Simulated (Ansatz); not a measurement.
**CHBBr−: single points off equilibrium**

The task here is to estimate one member of a computed series from the others.

The runs use Ansatz 0.2.0, Gaussian basis; single points in def2-TZVPPD.

Correlated methods freeze the cores. Filled d shells of the heavier atoms are correlated.

### The starting structure

SMILES `[CH-]=BBr`, 4 atoms, charge -1, spin multiplicity 1.

Atoms are counted from 1 here; the program's logs count them from 0.

Bond lengths: C1–B2 1.338 Å, C1–H4 1.108 Å, B2–Br3 1.907 Å. Angles: B2–C1–H4 172.9°, C1–B2–Br3 172.8°.

As a file:

```xyz
4
CHBBr
C    -0.4581    0.5462   -0.4913
B     0.3084   -0.2898    0.2188
Br    1.1968   -1.5751    1.3127
H    -0.9767    1.3022   -1.1141
```

Set-up of the first run:

Contents of run/in.yaml:

```yaml
crystal:
  periodic: [false, false, false]
  atoms:
    - {symbol: C, position_ang: [-0.458100, 0.546200, -0.491300]}
    - {symbol: B, position_ang: [0.308400, -0.289800, 0.218800]}
    - {symbol: Br, position_ang: [1.196800, -1.575100, 1.312700]}
    - {symbol: H, position_ang: [-0.976700, 1.302200, -1.114100]}
basis:
  gaussian: {orbitals: "def2-TZVPPD.json"}
total_charge: -1
correlation: {method: ccsd_t}
output: {forces: true}
```

The basis file named in the input lies beside it (Basis Set Exchange, JSON).

No record of the launch command was kept for these runs.

Steps of the session up to this table: CCSD(T)/def2-TZVPPD; PBE0-D4/def2-TZVPPD; wB97M-V/def2-TZVPPD; r2SCAN-D4/def2-TZVPPD; PBE-D4/def2-TZVPPD; B97M-V/def2-TZVPPD; LC-wPBE/def2-TZVPPD.

One of the session's tables, all rows but one given; the rest of the session is left out.

```
   method  RMS force component (eV/Å)  angle to CCSD(T) forces (°)
  CCSD(T)                       0.501                    reference
  PBE0-D4                       0.614                         27.9
  wB97M-V                       0.744                         34.3
r2SCAN-D4                       0.569                         20.6
   PBE-D4                       0.448                          9.0
   B97M-V                           ?                            ?
  LC-wPBE                       0.821                         44.9
```

Q: Estimate the row for B97M-V from the others.

**Answer.** RMS force component (eV/Å): 0.656; angle to CCSD(T) forces (°): 25.8. In the column «RMS force component (eV/Å)» it lies between PBE0-D4 (0.614) and wB97M-V (0.744).
